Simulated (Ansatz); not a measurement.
# H₇MgNOSi₂: basis-set convergence

The task here is to estimate one member of a computed series from the others.

The runs use Ansatz 0.2.0, Gaussian basis; one geometry, several basis sets.

Plan: PBE0-D4/def2-SVP; ωB97M-V/def2-SVP; PBE0-D4/def2-QZVPP; ωB97M-V/def2-QZVPP; the functionals' def2-TZVPP values are taken from earlier runs.

### The geometry

All runs share one geometry, relaxed beforehand with PBE0-D4 in a triple-zeta def2 set.

12 atoms, charge 0, spin multiplicity 1.

Atoms are counted from 1 here; the program's logs count them from 0.

Bond lengths: O1–Mg2 1.755 Å, O1–H6 0.947 Å, Mg2–N3 1.917 Å, N3–Si4 1.710 Å, N3–Si5 1.710 Å, Si4–H7 1.492 Å, Si4–H8 1.491 Å, Si4–H9 1.499 Å, Si5–H10 1.499 Å, Si5–H11 1.492 Å, Si5–H12 1.491 Å. Angles: Mg2–O1–H6 165.3°, O1–Mg2–N3 178.2°, Mg2–N3–Si4 117.1°, Mg2–N3–Si5 117.3°, Si4–N3–Si5 125.6°, N3–Si4–H7 113.6°, N3–Si4–H8 113.6°, N3–Si4–H9 107.2°, H7–Si4–H8 107.2°, H7–Si4–H9 107.4°, H8–Si4–H9 107.4°, N3–Si5–H10 107.3°, N3–Si5–H11 113.5°, N3–Si5–H12 113.6°, H10–Si5–H11 107.4°, H10–Si5–H12 107.5°, H11–Si5–H12 107.2°.

As a file:

```
O    -0.4924    3.3232    0.7644
Mg   -0.2536    1.6328    0.3594
N     0.0476   -0.2189   -0.0368
Si   -1.0098   -1.3518    0.6859
Si    1.3477   -0.5956   -1.0817
H    -0.7720    4.2272    0.7939
H    -1.7899   -2.1534   -0.3008
H    -0.3228   -2.3152    1.5938
H    -1.9921   -0.5772    1.5127
H     1.9922    0.6998   -1.4746
H     0.9243   -1.2829   -2.3359
H     2.3976   -1.4431   -0.4462
```

The first run:

Input file in.yaml:

```yaml
crystal:
  periodic: [false, false, false]
  atoms:
    - {symbol: O, position_ang: [-0.492369, 3.323154, 0.764394]}
    - {symbol: Mg, position_ang: [-0.253578, 1.632810, 0.359350]}
    - {symbol: N, position_ang: [0.047555, -0.218877, -0.036794]}
    - {symbol: Si, position_ang: [-1.009819, -1.351797, 0.685891]}
    - {symbol: Si, position_ang: [1.347667, -0.595591, -1.081681]}
    - {symbol: H, position_ang: [-0.771965, 4.227178, 0.793879]}
    - {symbol: H, position_ang: [-1.789862, -2.153432, -0.300791]}
    - {symbol: H, position_ang: [-0.322846, -2.315227, 1.593774]}
    - {symbol: H, position_ang: [-1.992113, -0.577211, 1.512661]}
    - {symbol: H, position_ang: [1.992226, 0.699807, -1.474604]}
    - {symbol: H, position_ang: [0.924283, -1.282949, -2.335865]}
    - {symbol: H, position_ang: [2.397620, -1.443065, -0.446214]}
basis:
  gaussian: {orbitals: def2-SVP}
hamiltonian: {xc: pbe0, dispersion: d4}
output: {orbitals: {seedname: orbitals}}
```

Run with:

```bash
$ ansatz run in.yaml --threads 2 --pin off --events-out ev --progress --plain --max-ram 32768MiB --backend cpu
```

Steps of the session up to this table: PBE0-D4 in def2-SVP; ωB97M-V in def2-SVP; PBE0-D4 in def2-QZVPP; ωB97M-V in def2-QZVPP.

One table of the session follows, with a row left open; its other results are not shown here.

It belongs to the step «Functionals by basis». 

| functional | basis | HOMO (eV) | LUMO (eV) |
| --- | --- | --- | --- |
| PBE0-D4 | def2-SVP | -7.25 | -1.26 |
| PBE0-D4 | def2-TZVPP | -7.36 | -1.39 |
| PBE0-D4 | def2-QZVPP | -7.37 | -1.41 |
| ωB97M-V | def2-SVP | -9.47 | 0.12 |
| ωB97M-V | def2-TZVPP | ? | ? |
| ωB97M-V | def2-QZVPP | -9.63 | -0.16 |

**Question.** Estimate the row for ωB97M-V, def2-TZVPP.

As computed: HOMO (eV): -9.62; LUMO (eV): -0.02. In the column «HOMO (eV)» it lies between ωB97M-V, def2-QZVPP (-9.63) and ωB97M-V, def2-SVP (-9.47).
